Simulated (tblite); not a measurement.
# C5H11BO3P: the cost of one run

Programs: tblite 0.8.0 and PySCF 2.14.0, with density-fitted response routines of our own. Each step states its level of theory. These are calculated values for one molecule in the gas phase, unless marked as measured. Atoms are numbered from 0 throughout.

### Step 1. The molecule as given

21 atoms, charge -1, multiplicity 1; geometry from: force field or distance geometry start.

Bonds of the start (Å): C0–C1 1.32, C1–C2 1.49, C2–C3 1.50, C2–O4 1.37, O4–B5 1.46, B5–P6 1.91, C2–C7 1.49, C7–O8 1.24, C7–O9 1.38, C0–H10 1.10, C0–H11 1.09, C1–H12 1.10, C3–H13 1.11, C3–H14 1.11, C3–H15 1.13, B5–H16 1.20, B5–H17 1.18, P6–H18 1.38, P6–H19 1.40, P6–H20 1.42.

### Step 2. Geometry optimisation with GFN2-xTB

Job settings and geometry (Å):

```
{"job": {"kind": "relax", "xc": "GFN2-xTB", "basis": "xTB"}, "charge": -1, "multiplicity": 1}
C     -2.360600    -1.518800    -0.110400
C     -2.010200    -0.474100     0.620100
C     -0.750000     0.260700     0.296300
C     -0.809800     1.656400     0.846200
O      0.344900    -0.383800     0.801100
B      1.600800     0.292500     0.496900
P      2.918800    -0.955200    -0.087100
C     -0.608700     0.325400    -1.188000
O      0.349800    -0.147200    -1.820300
O     -1.633900     0.935100    -1.890600
H     -3.278300    -2.078600     0.112600
H     -1.779600    -1.852600    -0.970100
H     -2.628100    -0.188500     1.477900
H     -0.386500     2.356000     0.091400
H     -1.870500     1.915300     1.052400
H     -0.271100     1.726200     1.835200
H      2.016400     0.747400     1.529200
H      1.518600     1.165100    -0.287000
H      2.274500    -1.872600    -0.900300
H      3.908400    -0.300700    -0.823700
H      3.446100    -1.591100     1.072500
```

On the command line:

```bash
OMP_NUM_THREADS=1 python probes_run.py task.json out
```

One launch serves the whole session: the jobs run in the order shown.

Q: Estimate the wall time and peak memory of this first job on 1 thread of Arm Neoverse V1, shared host.

About 2.5 s, with a peak of 0.18 GiB.
